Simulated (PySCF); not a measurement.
# AuCl₆ (-3): ligand-field states

Wanted: ligand-field states for AuCl₆ (-3).

Programs: PySCF 2.14.0, with routines of our own; each step states its level. All values are computed. Atoms count from 0.

## (1) The system as given

7 atoms, charge -3, states of the metal's open shell are computed; geometry from: model geometry, bond lengths from ionic radii.

## (2) Ligand-field states: state-averaged CASSCF in water

What the job is given:

```
{"job": {"kind": "lf", "basis": {"metal": "x2c-TZVPall", "ligand": "x2c-SVPall"}, "nevpt": true, "solvent": "water"}, "charge": -3, "metal": "Au", "open_shell": "d8"}
Au     0.000000     0.000000     0.000000
Cl     1.810193    -1.045115     1.478017
Cl     0.000000     2.090231     1.478017
Cl    -1.810193    -1.045115     1.478017
Cl     1.810193     1.045115    -1.478017
Cl    -1.810193     1.045115    -1.478017
Cl    -0.000000    -2.090231    -1.478017
```

With the program's defaults for keys left out, this is: state-averaged CASSCF of the metal d shell, SC-NEVPT2 on the averaged canonical orbitals, state-interaction spin-orbit coupling.

On the command line:

```console
> OMP_NUM_THREADS=1 python lf_run.py task.json out
```

This one command runs all jobs of the session in turn.

The program printed:

```text
basis functions 189, electrons 184, active (8e, 5o)
stage 1: DIIS on the effective Fock matrix, level shift 0.30
cycle   1  E = -21769.0817224568  dE = -2.177e+04  max|g| = 3.162e+00
cycle   2  E = -21774.4900960341  dE = -5.408e+00  max|g| = 1.910e+00
cycle   3  E = -21776.2796078817  dE = -1.790e+00  max|g| = 9.804e-01
cycle   4  E = -21776.8217294467  dE = -5.421e-01  max|g| = 1.630e-01
cycle   5  E = -21776.8474290233  dE = -2.570e-02  max|g| = 1.169e-01
cycle   6  E = -21776.8518835002  dE = -4.454e-03  max|g| = 6.044e-02
cycle   7  E = -21776.8531059061  dE = -1.222e-03  max|g| = 2.970e-02
cycle   8  E = -21776.8533342963  dE = -2.284e-04  max|g| = 2.193e-02
cycle   9  E = -21776.8534231221  dE = -8.883e-05  max|g| = 1.417e-02
cycle  10  E = -21776.8535233130  dE = -1.002e-04  max|g| = 4.236e-03
[... 6 cycles left out ...]
cycle  17  E = -21776.8535350171  dE = -3.980e-08  max|g| = 7.231e-05
cycle  18  E = -21776.8535350222  dE = -5.126e-09  max|g| = 6.284e-05
cycle  19  E = -21776.8535349857  dE =  3.651e-08  max|g| = 8.764e-05
cycle  20  E = -21776.8535347899  dE =  1.958e-07  max|g| = 1.622e-04
cycle  21  E = -21776.8535337855  dE =  1.004e-06  max|g| = 3.434e-04
cycle  22  E = -21776.8535276561  dE =  6.129e-06  max|g| = 8.139e-04
cycle  23  E = -21776.8534900325  dE =  3.762e-05  max|g| = 2.123e-03
cycle  24  E = -21776.8532585860  dE =  2.314e-04  max|g| = 5.337e-03
cycle  25  E = -21776.8519031760  dE =  1.355e-03  max|g| = 1.347e-02
cycle  26  E = -21776.8458203981  dE =  6.083e-03  max|g| = 3.503e-02
stage 2: quasi-Newton rotations from the point of smallest gradient
cycle  28  E = -21776.8535350607  dE = -3.854e-08  max|g| = 1.079e-04
cycle  29  E = -21776.8535351003  dE = -3.957e-08  max|g| = 4.507e-05
cycle  30  E = -21776.8535351110  dE = -1.065e-08  max|g| = 1.836e-05
cycle  31  E = -21776.8535351123  dE = -1.361e-09  max|g| = 7.188e-06
converged average energy = -21776.8535351123

 mult deg   label        CASSCF/cm-1   NEVPT2/cm-1
   3   1   3A2g                0.0           0.0
   1   2   1Eg              8573.4        6113.1
   1   1   1A1g            16129.3       12189.0
   3   1   3F              17207.7       24138.0
   3   1   3F              17203.8       24141.3
   3   1   3F              17209.2       24144.9
   3   1   3P              23302.9       28862.0
   3   1   3P              23309.6       28876.7
   3   1   3P              23312.0       28879.0
   1   1   1D              24784.1       29970.0
   1   1   1D              24781.3       29973.7
   1   1   1D              24786.6       29977.8
   1   1   1G              28078.3       32474.3
   1   1   1G              28085.4       32488.9
   1   1   1G              28089.1       32491.5
   3   1   3F              39103.4       49446.1
   3   1   3F              39110.8       49454.7
   3   1   3F              39112.8       49455.9
   1   1   1G              47671.6       56712.8
   1   1   1G              47678.8       56718.1
   1   1   1G              47680.4       56722.1
   1   1   1G              47986.3       57127.4
   1   1   1G              47994.2       57138.6
   1   1   1A1g            62764.7       65035.3

spin-orbit levels / cm-1
      0.00  x1  3A2g 0.95
      0.06  x1  3A2g 0.95
      0.09  x1  3A2g 0.95
   5729.49  x1  1Eg 0.92
   5729.63  x1  1Eg 0.92
  11845.65  x1  1A1g 0.90 3P 0.03 3P 0.03
  21684.62  x1  3F 0.34 3F 0.30 3P 0.19
  21687.02  x1  3F 0.41 3F 0.16 3P 0.14
  22018.04  x1  3F 0.32 3F 0.22 3F 0.21
  22019.02  x1  3F 0.37 3F 0.32 1G 0.09
  22019.48  x1  3F 0.48 3F 0.17 3F 0.10
  24133.52  x1  3F 0.27 3F 0.25 1D 0.18
  24134.97  x1  3F 0.27 3F 0.27 1D 0.18
  24138.36  x1  3F 0.27 3F 0.25 1D 0.18
  27989.26  x1  3F 0.33 3F 0.33 3F 0.33
  30685.66  x1  1D 0.23 3F 0.20 3F 0.20
  30687.50  x1  1D 0.23 3F 0.20 3F 0.19
  30688.57  x1  1D 0.23 3F 0.20 3F 0.18
  31076.39  x1  3P 0.28 3P 0.28 3P 0.28
  31244.01  x1  3P 0.36 3P 0.36 3F 0.11
  31245.59  x1  3P 0.36 3P 0.36 3F 0.11
  31251.49  x1  3P 0.36 3P 0.36 3F 0.11
  32772.43  x1  1D 0.51 3P 0.23 3P 0.23
  32773.29  x1  1D 0.45 3P 0.22 3P 0.17
  32775.66  x1  1D 0.46 3P 0.23 3P 0.15
  32807.39  x1  3P 0.42 3P 0.12 3F 0.11
  32812.89  x1  3P 0.32 3P 0.32 3F 0.14
  35266.66  x1  1G 0.84 3P 0.07 3P 0.07
  35278.39  x1  1G 0.84 3P 0.07 3P 0.06
  35280.02  x1  1G 0.84 3P 0.07 3P 0.06
```

Wall time 23 s (1 thread of AMD EPYC 9R45, shared host); peak memory 0.61 GiB.

Warnings kept with the result: an active orbital is not mainly the metal shell.

An active orbital is only 58 % metal, under the run's own bar for a metal shell, so levels, ζ, ground spin and magnetism of this run may not be those of the metal's shell and are not read here.

## (3) Ligand-field states: state-averaged CASSCF (polar angle and twist at [50, 60]°) in water

What the job is given:

```
{"job": {"kind": "lf", "basis": {"metal": "x2c-TZVPall", "ligand": "x2c-SVPall"}, "nevpt": true, "solvent": "water", "reuse": true}, "charge": -3, "metal": "Au", "open_shell": "d8"}
Au     0.000000     0.000000     0.000000
Cl     1.698340    -0.980537     1.645536
Cl     0.000000     1.961074     1.645536
Cl    -1.698340    -0.980537     1.645536
Cl     1.698340     0.980537    -1.645536
Cl    -1.698340     0.980537    -1.645536
Cl    -0.000000    -1.961074    -1.645536
```

Level: state-averaged CASSCF of the metal d shell, SC-NEVPT2 on the averaged canonical orbitals, state-interaction spin-orbit coupling.

The program printed:

```text
basis functions 189, electrons 184, active (8e, 5o)
start from the orbitals of the previous structure
stage 1: DIIS on the effective Fock matrix, level shift 0.30
cycle   1  E = -21776.1874305181  dE = -2.178e+04  max|g| = 5.221e+01
cycle   2  E = -21776.7829716006  dE = -5.955e-01  max|g| = 2.274e-01
cycle   3  E = -21776.8288681246  dE = -4.590e-02  max|g| = 7.795e-02
cycle   4  E = -21776.8379741623  dE = -9.106e-03  max|g| = 4.365e-02
cycle   5  E = -21776.8400729831  dE = -2.099e-03  max|g| = 2.624e-02
cycle   6  E = -21776.8407672865  dE = -6.943e-04  max|g| = 1.692e-02
cycle   7  E = -21776.8410210319  dE = -2.537e-04  max|g| = 1.138e-02
cycle   8  E = -21776.8410128960  dE =  8.136e-06  max|g| = 7.329e-03
cycle   9  E = -21776.8410910453  dE = -7.815e-05  max|g| = 4.322e-03
cycle  10  E = -21776.8410964974  dE = -5.452e-06  max|g| = 2.307e-03
cycle  11  E = -21776.8411105731  dE = -1.408e-05  max|g| = 2.101e-03
cycle  12  E = -21776.8411223007  dE = -1.173e-05  max|g| = 1.960e-03
cycle  13  E = -21776.8411369805  dE = -1.468e-05  max|g| = 1.779e-03
cycle  14  E = -21776.8410806291  dE =  5.635e-05  max|g| = 2.466e-03
cycle  15  E = -21776.8408246806  dE =  2.559e-04  max|g| = 4.390e-03
cycle  16  E = -21776.8392662409  dE =  1.558e-03  max|g| = 1.082e-02
cycle  17  E = -21776.8310359935  dE =  8.230e-03  max|g| = 3.683e-02
cycle  18  E = -21776.8089524869  dE =  2.208e-02  max|g| = 9.920e-02
stage 2: quasi-Newton rotations from the point of smallest gradient
cycle  20  E = -21776.8411614773  dE = -2.450e-05  max|g| = 1.420e-03
cycle  21  E = -21776.8411991174  dE = -3.764e-05  max|g| = 1.405e-03
cycle  22  E = -21776.8412026416  dE = -3.524e-06  max|g| = 4.547e-04
cycle  23  E = -21776.8412034921  dE = -8.505e-07  max|g| = 1.505e-04
cycle  24  E = -21776.8412036549  dE = -1.628e-07  max|g| = 9.802e-05
cycle  25  E = -21776.8412036787  dE = -2.385e-08  max|g| = 3.205e-05
cycle  26  E = -21776.8412036839  dE = -5.210e-09  max|g| = 1.303e-05
cycle  27  E = -21776.8412036849  dE = -9.422e-10  max|g| = 7.712e-06
converged average energy = -21776.8412036849

 mult deg   label        CASSCF/cm-1   NEVPT2/cm-1
   3   1   3A2g                0.0           0.0
   1   2   1Eg              8496.4        6024.7
   1   1   1A1g            15979.2       12061.9
   3   1   3F              17204.7       24459.8
   3   1   3F              17197.0       24461.3
   3   1   3A1g            17433.3       24588.3
   3   1   3A2g            22890.9       28863.2
   3   1   3P              23553.2       29297.0
   3   1   3P              23561.2       29314.0
   1   1   1D              24595.4       30129.8
   1   1   1D              24589.3       30131.3
   1   1   1A1g            25122.4       30411.0
   1   1   1G              27907.9       32644.7
   1   1   1G              27916.5       32663.7
   1   1   1A2g            28380.8       32875.3
   3   1   3F              38834.0       49840.1
   3   1   3F              38843.6       49856.4
   3   1   3A2g            40663.7       50851.9
   1   1   1A1g            47018.6       56771.3
   1   1   1G              48123.6       57653.0
   1   1   1G              48135.4       57667.4
   1   1   1G              48753.5       57915.1
   1   1   1G              48755.7       57921.2
   1   1   1A1g            63097.8       65662.3

spin-orbit levels / cm-1
      0.00  x1  3A2g 0.94
     62.99  x1  3A2g 0.95
     63.06  x1  3A2g 0.95
   5714.23  x1  1Eg 0.93
   5714.71  x1  1Eg 0.93
  11833.92  x1  1A1g 0.90 3P 0.03 3P 0.03
  21926.13  x1  3A1g 0.38 3F 0.30 3A2g 0.20
  21926.94  x1  3A1g 0.38 3F 0.30 3A2g 0.20
  22403.21  x1  3F 0.37 3F 0.36 3P 0.16
  22404.14  x1  3F 0.37 3F 0.36 3P 0.17
  22750.10  x1  3A1g 0.52 3F 0.12 3F 0.12
  24371.42  x1  3F 0.31 3A1g 0.21 1D 0.18
  24374.02  x1  3F 0.31 3A1g 0.21 1D 0.18
  24742.18  x1  3F 0.27 3F 0.26 3A2g 0.21
  28357.30  x1  3F 0.34 3F 0.34 3A1g 0.31
  30769.11  x1  3F 0.24 3P 0.24 1D 0.23
  30774.32  x1  3F 0.24 3P 0.24 1D 0.23
  30830.55  x1  3A2g 0.40 3F 0.16 3F 0.16
  31462.60  x1  3P 0.31 3A2g 0.29 3A1g 0.10
  31464.57  x1  3P 0.30 3A2g 0.30 3A1g 0.09
  31713.45  x1  3P 0.35 3P 0.35 1A1g 0.07
  31845.17  x1  3P 0.37 3P 0.36 3A1g 0.14
  32693.24  x1  1D 0.26 3P 0.23 3P 0.22
  32696.68  x1  1D 0.26 3P 0.23 3P 0.22
  33119.80  x1  1A1g 0.54 3A2g 0.31 3P 0.07
  33445.24  x1  3A2g 0.30 1D 0.25 3P 0.24
  33446.91  x1  3A2g 0.30 1D 0.25 3P 0.24
  35584.66  x1  1G 0.80 3P 0.12
  35598.96  x1  1G 0.82 3P 0.11
  35608.23  x1  1A2g 0.81 3P 0.07 3P 0.07
```

Run time: 18 s. Hardware: 1 thread of AMD EPYC 9R45, shared host; peak memory 0.62 GiB.

Warnings kept with the result: an active orbital is not mainly the metal shell.

An active orbital is only 57 % metal, under the run's own bar for a metal shell, so levels, ζ, ground spin and magnetism of this run may not be those of the metal's shell and are not read here.

## (4) Ligand-field states: state-averaged CASSCF (polar angle and twist at [59, 60]°) in water

What the job is given:

```
{"job": {"kind": "lf", "basis": {"metal": "x2c-TZVPall", "ligand": "x2c-SVPall"}, "nevpt": true, "solvent": "water", "reuse": true}, "charge": -3, "metal": "Au", "open_shell": "d8"}
Au     0.000000     0.000000     0.000000
Cl     1.900361    -1.097174     1.318497
Cl     0.000000     2.194348     1.318497
Cl    -1.900361    -1.097174     1.318497
Cl     1.900361     1.097174    -1.318497
Cl    -1.900361     1.097174    -1.318497
Cl    -0.000000    -2.194348    -1.318497
```

Level: state-averaged CASSCF of the metal d shell, SC-NEVPT2 on the averaged canonical orbitals, state-interaction spin-orbit coupling.

The program printed:

```text
basis functions 189, electrons 184, active (8e, 5o)
start from the orbitals of the previous structure
stage 1: DIIS on the effective Fock matrix, level shift 0.30
cycle   1  E = -21774.8523487600  dE = -2.177e+04  max|g| = 8.898e+01
cycle   2  E = -21776.6578087070  dE = -1.805e+00  max|g| = 3.889e-01
cycle   3  E = -21776.6074354817  dE =  5.037e-02  max|g| = 1.558e-01
cycle   4  E = -21776.6423077682  dE = -3.487e-02  max|g| = 1.091e-01
cycle   5  E = -21776.7257185154  dE = -8.341e-02  max|g| = 1.450e-01
cycle   6  E = -21776.8247457263  dE = -9.903e-02  max|g| = 5.689e-02
cycle   7  E = -21776.8186979638  dE =  6.048e-03  max|g| = 6.043e-02
cycle   8  E = -21776.7924902204  dE =  2.621e-02  max|g| = 6.998e-02
cycle   9  E = -21776.7577536448  dE =  3.474e-02  max|g| = 7.533e-02
cycle  10  E = -21776.7408493323  dE =  1.690e-02  max|g| = 7.325e-02
cycle  11  E = -21776.7192132455  dE =  2.164e-02  max|g| = 6.310e-02
cycle  12  E = -21776.7131464283  dE =  6.067e-03  max|g| = 7.379e-02
cycle  13  E = -21776.7096465866  dE =  3.500e-03  max|g| = 9.695e-02
cycle  14  E = -21776.7067818012  dE =  2.865e-03  max|g| = 1.008e-01
cycle  15  E = -21776.7051254076  dE =  1.656e-03  max|g| = 9.715e-02
stage 2: quasi-Newton rotations from the point of smallest gradient
cycle  17  E = -21776.8353669119  dE = -1.062e-02  max|g| = 8.260e-02
cycle  18  E = -21776.8438556831  dE = -8.489e-03  max|g| = 1.489e-02
cycle  19  E = -21776.8444060286  dE = -5.503e-04  max|g| = 4.710e-03
cycle  20  E = -21776.8444754413  dE = -6.941e-05  max|g| = 1.387e-03
cycle  21  E = -21776.8444864467  dE = -1.101e-05  max|g| = 6.477e-04
cycle  22  E = -21776.8444912657  dE = -4.819e-06  max|g| = 3.182e-04
cycle  23  E = -21776.8444925826  dE = -1.317e-06  max|g| = 2.220e-04
cycle  24  E = -21776.8444932318  dE = -6.492e-07  max|g| = 1.509e-04
cycle  25  E = -21776.8444933403  dE = -1.085e-07  max|g| = 8.276e-05
cycle  26  E = -21776.8444933593  dE = -1.902e-08  max|g| = 2.707e-05
cycle  27  E = -21776.8444933620  dE = -2.667e-09  max|g| = 9.738e-06
converged average energy = -21776.8444933620

 mult deg   label        CASSCF/cm-1   NEVPT2/cm-1
   3   1   3A2g                0.0           0.0
   1   2   1Eg              8507.8        6044.9
   1   1   1A1g            15988.2       12095.8
   3   1   3A1g            17170.3       24341.7
   3   1   3F              17286.8       24428.1
   3   1   3F              17290.9       24429.6
   3   1   3P              23076.0       28933.1
   3   1   3P              23080.5       28939.6
   3   1   3A2g            23743.9       29322.4
   1   1   1A1g            24620.6       30011.3
   1   1   1D              24838.1       30213.7
   1   1   1D              24841.5       30215.5
   1   1   1A2g            27775.0       32533.7
   1   1   1G              28186.3       32712.0
   1   1   1G              28191.1       32718.6
   3   1   3A2g            38236.4       49374.4
   3   1   3F              39903.1       50291.5
   3   1   3F              39910.4       50299.4
   1   2   1Eg             47447.1       56939.5
   1   1   1G              48353.7       57683.8
   1   1   1G              48361.9       57693.3
   1   1   1A1g            48678.4       57732.6
   1   1   1A1g            63000.6       65496.4

spin-orbit levels / cm-1
      0.00  x1  3A2g 0.95
     14.17  x1  3A2g 0.95
     14.22  x1  3A2g 0.95
   5699.60  x1  1Eg 0.92
   5699.86  x1  1Eg 0.92
  11836.43  x1  1A1g 0.90 3A2g 0.04
  21847.58  x1  3F 0.37 3F 0.23 3P 0.20
  21850.29  x1  3F 0.37 3F 0.23 3P 0.20
  21952.12  x1  3A1g 0.47 3F 0.13 3F 0.13
  22552.42  x1  3F 0.39 3A1g 0.24 3F 0.13
  22553.98  x1  3F 0.39 3A1g 0.24 3F 0.12
  24040.19  x1  3F 0.25 3F 0.25 1A1g 0.18
  24532.66  x1  3A1g 0.31 3F 0.22 1D 0.18
  24533.23  x1  3A1g 0.31 3F 0.22 1D 0.18
  28234.52  x1  3A1g 0.36 3F 0.32 3F 0.32
  30590.70  x1  3F 0.19 3F 0.19 1A1g 0.18
  30769.41  x1  3A1g 0.23 1D 0.22 3A2g 0.21
  30771.42  x1  3A1g 0.23 1D 0.22 3A2g 0.21
  31239.62  x1  3P 0.35 3P 0.35 3A1g 0.15
  31507.85  x1  3A2g 0.47 3P 0.15 3P 0.15
  31623.15  x1  3P 0.41 3A2g 0.23 3F 0.18
  31628.94  x1  3P 0.40 3A2g 0.23 3F 0.18
  32455.53  x1  3P 0.28 3A2g 0.26 1D 0.25
  32456.05  x1  3P 0.28 3A2g 0.26 1D 0.25
  32955.67  x1  1A1g 0.52 3A2g 0.30 3P 0.08
  33489.83  x1  3P 0.30 1D 0.27 3P 0.25
  33490.26  x1  3P 0.30 1D 0.27 3P 0.25
  35374.39  x1  1A2g 0.85 3P 0.06 3P 0.06
  35549.88  x1  1G 0.81 3A2g 0.10 3P 0.04
  35555.71  x1  1G 0.81 3A2g 0.10 3P 0.04
```

Run time: 18 s. Hardware: 1 thread of AMD EPYC 9R45, shared host; peak memory 0.61 GiB.

Warnings kept with the result: an active orbital is not mainly the metal shell.

An active orbital is only 57 % metal, under the run's own bar for a metal shell, so levels, ζ, ground spin and magnetism of this run may not be those of the metal's shell and are not read here.

## (5) Ligand-field states: state-averaged CASSCF (polar angle and twist at [54.7356, 45]°) in water

What the job is given:

```
{"job": {"kind": "lf", "basis": {"metal": "x2c-TZVPall", "ligand": "x2c-SVPall"}, "nevpt": true, "solvent": "water", "reuse": true}, "charge": -3, "metal": "Au", "open_shell": "d8"}
Au     0.000000     0.000000     0.000000
Cl     1.931122    -0.799897     1.478017
Cl    -0.272830     2.072349     1.478017
Cl    -1.658292    -1.272452     1.478017
Cl     1.931122     0.799897    -1.478017
Cl    -1.658292     1.272452    -1.478017
Cl    -0.272830    -2.072349    -1.478017
```

Level: state-averaged CASSCF of the metal d shell, SC-NEVPT2 on the averaged canonical orbitals, state-interaction spin-orbit coupling.

The program printed:

```text
basis functions 189, electrons 184, active (8e, 5o)
start from the orbitals of the previous structure
stage 1: DIIS on the effective Fock matrix, level shift 0.30
cycle   1  E = -21775.4078376056  dE = -2.178e+04  max|g| = 4.079e+01
cycle   2  E = -21776.6955948072  dE = -1.288e+00  max|g| = 2.535e-01
cycle   3  E = -21776.6219725465  dE =  7.362e-02  max|g| = 1.066e-01
cycle   4  E = -21776.6505089739  dE = -2.854e-02  max|g| = 1.062e-01
cycle   5  E = -21776.7290367569  dE = -7.853e-02  max|g| = 1.515e-01
cycle   6  E = -21776.8269223727  dE = -9.789e-02  max|g| = 6.838e-02
cycle   7  E = -21776.8182119919  dE =  8.710e-03  max|g| = 7.358e-02
cycle   8  E = -21776.7846210970  dE =  3.359e-02  max|g| = 7.517e-02
cycle   9  E = -21776.7417745809  dE =  4.285e-02  max|g| = 8.278e-02
cycle  10  E = -21776.7438019169  dE = -2.027e-03  max|g| = 8.591e-02
cycle  11  E = -21776.7473124286  dE = -3.511e-03  max|g| = 8.677e-02
cycle  12  E = -21776.7696665928  dE = -2.235e-02  max|g| = 1.046e-01
cycle  13  E = -21776.7857071446  dE = -1.604e-02  max|g| = 9.408e-02
cycle  14  E = -21776.7996856078  dE = -1.398e-02  max|g| = 8.096e-02
cycle  15  E = -21776.8058733997  dE = -6.188e-03  max|g| = 8.572e-02
stage 2: quasi-Newton rotations from the point of smallest gradient
cycle  17  E = -21776.8370282922  dE = -1.011e-02  max|g| = 9.616e-02
cycle  18  E = -21776.8473723059  dE = -1.034e-02  max|g| = 1.459e-02
cycle  19  E = -21776.8479633876  dE = -5.911e-04  max|g| = 3.849e-03
cycle  20  E = -21776.8480367315  dE = -7.334e-05  max|g| = 1.567e-03
cycle  21  E = -21776.8480501831  dE = -1.345e-05  max|g| = 7.657e-04
cycle  22  E = -21776.8480594914  dE = -9.308e-06  max|g| = 5.817e-04
cycle  23  E = -21776.8480611984  dE = -1.707e-06  max|g| = 1.962e-04
cycle  24  E = -21776.8480616421  dE = -4.437e-07  max|g| = 6.217e-05
cycle  25  E = -21776.8480616973  dE = -5.518e-08  max|g| = 5.803e-05
cycle  26  E = -21776.8480617108  dE = -1.355e-08  max|g| = 1.926e-05
cycle  27  E = -21776.8480617144  dE = -3.551e-09  max|g| = 1.042e-05
cycle  28  E = -21776.8480617157  dE = -1.295e-09  max|g| = 8.003e-06
converged average energy = -21776.8480617157

 mult deg   label        CASSCF/cm-1   NEVPT2/cm-1
   3   1   3A2                 0.0           0.0
   1   2   1E               8549.9        5978.0
   1   1   1A1             15969.9       11978.5
   3   1   3A1             16723.9       22482.9
   3   2   3E              16925.1       23173.9
   3   1   3A2             22047.5       26749.1
   3   2   3E              22959.7       27978.7
   1   1   1A1             24068.2       28178.2
   1   2   1E              24488.6       28809.4
   1   1   1A2             27819.9       30729.5
   1   2   1E              27637.3       31445.8
   3   1   3A2             37688.8       46325.6
   3   2   3E              37994.9       47444.6
   1   2   1E              45566.3       53016.2
   1   2   1E              46690.6       54753.1
   1   1   1A1             46785.1       54857.3
   1   1   1A1             60951.8       62231.1

spin-orbit levels / cm-1
      0.00  x1  3A2 0.94 3E 0.04
     10.34  x1  3A2 0.94
     10.36  x1  3A2 0.94
   5594.41  x1  1E 0.92 3E 0.03
   5594.90  x1  1E 0.92 3E 0.03
  11635.11  x1  1A1 0.89 3E 0.07 3A2 0.04
  20401.30  x1  3A1 0.43 3E 0.25 3A2 0.21
  20401.60  x1  3A1 0.43 3E 0.25 3A2 0.21
  20933.40  x1  3A1 0.57 3E 0.18 3E 0.13
  21060.53  x1  3E 0.74 3E 0.16 1E 0.06
  21060.67  x1  3E 0.74 3E 0.16 1E 0.06
  22915.60  x1  3E 0.37 3E 0.21 3A1 0.19
  22915.75  x1  3E 0.37 3E 0.21 3A1 0.19
  23152.80  x1  3E 0.46 3A2 0.22 1A1 0.21
  26784.13  x1  3E 0.72 3A1 0.27
  29153.32  x1  3E 0.44 3A2 0.27 1A1 0.17
  29432.24  x1  3A1 0.25 3A2 0.21 1E 0.18
  29432.65  x1  3A1 0.25 3A2 0.21 1E 0.18
  29721.97  x1  3E 0.43 3A2 0.28 1A1 0.13
  29809.55  x1  3A2 0.33 3E 0.31 3E 0.22
  29810.39  x1  3A2 0.33 3E 0.31 3E 0.22
  30084.30  x1  3E 0.67 3A1 0.14 1A2 0.10
  31070.30  x1  1A1 0.42 3E 0.38 3A2 0.17
  31526.32  x1  3E 0.51 3E 0.17 3A2 0.12
  31526.68  x1  3E 0.51 3E 0.17 3A2 0.12
  31676.12  x1  1E 0.48 3E 0.47
  31676.50  x1  1E 0.48 3E 0.47
  33625.37  x1  1A2 0.80 3E 0.18
  34149.86  x1  1E 0.85 3E 0.07 3A2 0.04
  34150.63  x1  1E 0.85 3E 0.07 3A2 0.04
```

It took 18 s on 1 thread of AMD EPYC 9R45, shared host; peak memory 0.62 GiB.

Warnings kept with the result: an active orbital is not mainly the metal shell.

An active orbital is only 57 % metal, under the run's own bar for a metal shell, so levels, ζ, ground spin and magnetism of this run may not be those of the metal's shell and are not read here.

[end of part 1 of 2]
